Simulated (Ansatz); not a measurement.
# O: the cost of one run

Method: DFT LDA, scalar-relativistic, plane waves, PAW, in Ansatz 0.2.0.

### Step 1. The system as given

It takes space group Fmmm (No. 69, orthorhombic). The conventional cell has a = 2.957 Å, b = 4.215 Å, c = 6.690 Å, α = 90.00°, β = 90.00°, γ = 90.00°. O (site symmetry mm2) has 1 O at 1.17 Å as nearest neighbours.

Structure file:

```cif
data_structure
_symmetry_space_group_name_H-M 'Fmmm'
_symmetry_Int_Tables_number 69
_cell_length_a 2.9567
_cell_length_b 4.2151
_cell_length_c 6.6897
_cell_angle_alpha 90.000
_cell_angle_beta 90.000
_cell_angle_gamma 90.000
_cell_volume 83.37
loop_
_atom_site_label
_atom_site_type_symbol
_atom_site_symmetry_multiplicity
_atom_site_Wyckoff_symbol
_atom_site_fract_x
_atom_site_fract_y
_atom_site_fract_z
_atom_site_occupancy
O1 O 8 i 0.00000 0.00000 0.08710 1
```

The structure comes from the Crystallography Open Database.

### Step 2. Probe: one point at the start

File input.yaml:

```yaml
crystal:
  lattice:
    - [0.0, 2.10755, 3.34485]
    - [1.47835, 0.0, 3.34485]
    - [1.47835, 2.10755, 0.0]
  atoms:
    - { symbol: O, position: [0.0871, 0.0871, 0.9129] }
    - { symbol: O, position: [0.9129, 0.9129, 0.0871] }
basis:
  ecutwfc: 420
kpoints:
  mp_grid: { grid: [8, 8, 8] }
hamiltonian:
  xc: lda
scf:
  occupations: { method: gaussian, width: 0.1 }
output:
  forces: true
  stress: true
  eigenvalues: true
```

Started as:

```bash
$ ansatz run input.yaml --threads 1 --pin off --max-ram 1228MiB --backend cpu --events-out ev --progress --plain --runs-dir out
```

What time and memory should one allow on 1 thread of an x86-64 CPU, shared host?

About 1.4 s, with a peak of 0.41 GiB.
